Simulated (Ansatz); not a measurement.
Relaxation of a periodic cell of 17 atoms, CuSi16 (host Si, host structure diamond, interstitial Cu), cell charge +1, to a largest force component of 0.03 eV/Å in at most 60 steps.

Method: DFT LDA, scalar-relativistic, plane waves, PAW (Ansatz). Settings: PAW set soft_1, cutoff 420 eV, k mesh 2x2x2, gaussian smearing 0.02 eV, no spin polarisation.

```xyz
17
Lattice="0.0000 5.4300 5.4300 5.4300 0.0000 5.4300 5.4300 5.4300 0.0000" Properties=species:S:1:pos:R:3:forces:R:3
Si 0.000 0.000 0.000 0.06 -0.06 0.05
Si 1.357 1.357 1.357 0.01 0.04 0.01
Si 2.715 2.715 0.000 -0.01 0.01 0.03
Si 4.072 4.072 1.357 -0.04 -0.02 0.01
Si 2.715 0.000 2.715 0.24 1.91 0.13
Si 4.072 1.357 4.072 0.36 -0.38 0.35
Si 5.430 2.715 2.715 -1.61 -0.16 0.03
Si 6.787 4.072 4.072 -0.22 0.17 2.03
Si 0.000 2.715 2.715 0.03 0.01 -0.02
Si 1.357 4.072 4.072 0.01 -0.02 -0.03
Si 2.715 5.430 2.715 -0.01 -0.02 -0.02
Si 4.072 6.787 4.072 -0.06 0.05 -0.06
Si 2.715 2.715 5.430 -0.07 0.04 -1.12
Si 4.072 4.072 6.787 1.37 -0.06 -0.06
Si 5.430 5.430 5.430 -0.36 0.36 -0.39
Si 6.787 6.787 6.787 0.09 -1.18 0.02
Cu 7.440 8.884 7.518 0.21 -0.72 -0.97
```

Task: Where does it end, and by what steps?

Result: It converged. The force dipped under the threshold on the way, but the program's further checks kept it going. Limits of this set-up: PAW files made for another functional, charged cell in a uniform background, uncorrected. After 4 steps the energy has fallen by 0.528 eV; Si6 moved furthest, 0.22 Å.

```
step  energy less start (eV)  largest force component (eV/Å)  accepted
   0                  0.0000                           2.029       yes
   1                 -0.4041                           0.886       yes
   2                 -0.5195                           0.207       yes
   3                 -0.5278                           0.023       yes
   4                 -0.5278                           0.023       yes
```

```xyz
17
Lattice="0.0000 5.4300 5.4300 5.4300 0.0000 5.4300 5.4300 5.4300 0.0000" Properties=species:S:1:pos:R:3
Si 0.115 -0.113 0.120
Si 1.400 1.374 1.403
Si 2.671 2.761 0.015
Si 4.058 4.033 1.403
Si 2.762 0.073 2.766
Si 4.197 1.235 4.202
Si 5.359 2.670 2.766
Si 6.739 4.123 4.144
Si 0.011 2.760 2.676
Si 1.398 4.034 4.062
Si 2.672 5.421 2.677
Si 3.957 6.906 3.961
Si 2.760 2.671 5.363
Si 4.140 4.122 6.744
Si 5.304 5.558 5.309
Si 6.741 6.722 6.744
Cu 7.457 8.836 7.462
```

Whether the end is a true minimum wasn't checked by a vibrational analysis.

Time of the run: 28 s on 1 thread of Arm Neoverse V2, on a shared host, peak memory 0.51 GiB.
